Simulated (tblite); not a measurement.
# C5H6BBrSe: the cost of one run

Programs: tblite 0.8.0 and PySCF 2.14.0, with density-fitted response routines of our own. Each step states its level of theory. These are calculated values for one molecule in the gas phase, unless marked as measured. Atoms count from 0, in the outputs and in this text.

## (1) The molecule as given

14 atoms, charge 0, multiplicity 1; geometry from: force field or distance geometry start.

Bonds of the start (Å): C0–B1 1.59, B1–Br2 1.99, B1–C3 1.56, C3–C4 1.36, C4–C5 1.32, C5–C6 1.36, C6–Se7 1.91, Se7–C3 2.02, C0–H8 1.11, C0–H9 1.12, C0–H10 1.12, C4–H11 1.14, C5–H12 1.15, C6–H13 1.09.

## (2) Geometry optimisation with GFN2-xTB

The job: settings as JSON, then the geometry in Å.

```
{"job": {"kind": "relax", "xc": "GFN2-xTB", "basis": "xTB"}, "charge": 0, "multiplicity": 1}
C     -2.528300    -0.460700     0.782500
B     -1.495200     0.034300    -0.315600
Br    -2.063500     1.229600    -1.804600
C      0.043200    -0.122000    -0.098200
C      0.910100     0.763200     0.462100
C      2.203900     0.511900     0.584400
C      2.770300    -0.656900     0.184400
Se     1.296200    -1.653700    -0.510000
H     -2.393400    -1.543500     0.983900
H     -2.368200     0.065000     1.755500
H     -3.559900    -0.255300     0.402400
H      0.477400     1.757000     0.803400
H      2.896400     1.290900     1.058600
H      3.810400    -0.960300     0.249200
```

Started as:

```bash
> OMP_NUM_THREADS=1 python probes_run.py task.json out
```

The driver reads the jobs from task.json and runs them one after another.

**Question.** How long does this first job take on 1 thread of AMD EPYC, shared host, and how much memory does it need?

About 2.7 s, with a peak of 0.18 GiB.
